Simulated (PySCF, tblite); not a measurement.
**C4H11B2N: geometry, infrared bands and NMR shifts**

Aim: predict the infrared bands and NMR shifts of C4H11B2N (`BN(BC=C)CC`).

Computed with tblite 0.8.0 and PySCF 2.14.0, with density-fitted response routines of our own, on a single molecule in the gas phase. Atoms are numbered from 0 throughout.

### Step 1. The molecule as given

18 atoms, charge 0, multiplicity 1; geometry from: force field or distance geometry start.

Bonds of the start (Å): B0–N1 1.53, N1–B2 1.55, B2–C3 1.57, C3–C4 1.34, N1–C5 1.48, C5–C6 1.53, B0–H7 1.17, B0–H8 1.19, B2–H9 1.18, C3–H10 1.08, C4–H11 1.08, C4–H12 1.08, C5–H13 1.12, C5–H14 1.11, C6–H15 1.12, C6–H16 1.10, C6–H17 1.11.

### Step 2. Geometry optimisation with GFN2-xTB

Job settings and geometry (Å):

```
{"job": {"kind": "relax", "xc": "GFN2-xTB", "basis": "xTB"}, "charge": 0, "multiplicity": 1}
B     -1.211900    -2.074800    -0.068100
N     -0.721200    -0.638800    -0.298600
B      0.740500    -0.595700     0.219800
C      1.855600    -0.014300    -0.722200
C      3.113400     0.104200    -0.280500
C     -1.577300     0.313900     0.434600
C     -1.322800     1.748400    -0.046700
H     -1.542400    -2.723000    -0.988600
H     -1.314800    -2.519100     1.026700
H      0.976400    -0.863200     1.347200
H      1.596000     0.274700    -1.726700
H      3.399700    -0.185600     0.720700
H      3.867400     0.506800    -0.943800
H     -1.413300     0.254700     1.538000
H     -2.651000     0.105400     0.241200
H     -2.052200     2.433600     0.452900
H     -1.451600     1.808700    -1.141300
H     -0.299100     2.070500     0.223700
```

Started as:

```bash
OMP_NUM_THREADS=1 python probes_run.py task.json out
```

One launch serves the whole session: the jobs run in the order shown.

**Question.** This job is followed by: GFN2-xTB harmonic vibrations, gas phase; GIAO PBE0/pcSseg-1 NMR shielding, non-relativistic, gas phase. Predict these results of the whole session: strongest single infrared mode (GFN2-xTB); zero-point energy (GFN2-xTB); ¹³C shifts against TMS (PBE0/pcSseg-1); ¹H shifts against TMS (PBE0/pcSseg-1, means over atoms taken as alike); ¹¹B shifts against BF3·OEt2 (PBE0/pcSseg-1); ¹⁵N shifts against NH3 (PBE0/pcSseg-1).

**Answer**, as computed:

| quantity | value |
| --- | --- |
| strongest single infrared mode (GFN2-xTB) | 1382 cm⁻¹, 392 km/mol |
| zero-point energy (GFN2-xTB) | 92.6 kcal/mol |
| ¹³C shifts against TMS (PBE0/pcSseg-1) | 153.7, 148.3, 58.9, 25.0 ppm |
| ¹H shifts against TMS (PBE0/pcSseg-1, means over atoms taken as alike) | 7.17, 6.82, 6.58, 5.71, 5.49, 3.71, 1.25 ppm |
| ¹¹B shifts against BF3·OEt2 (PBE0/pcSseg-1) | 49.2, 48.1 ppm |
| ¹⁵N shifts against NH3 (PBE0/pcSseg-1) | 212.9 ppm |

In words: The optimisation took 152 steps and gained 2.037 eV; among the close pairs (by a distance rule), N1–B2 changed most, from 1.552 to 1.424 Å. All 48 modes are real, so the xTB geometry is a minimum. The strongest single mode, at 1382 cm⁻¹, is carried by N1, B0, B2. GFN2-xTB is a fitted tight-binding method: band positions and strengths are rough. Its intensities can rank the bands wrongly. C4 (terminal =CH2 carbon) lies farthest downfield among carbon, at 153.7 ppm; as expected for a trigonal carbon in a double bond. H10 (hydrogen on an alkene CH) lies farthest downfield among hydrogen, at 7.17 ppm; olefinic region. At PBE0/pcSseg-1: The largest span, 353 ppm, is at N1, where the paramagnetic term is -270 ppm.
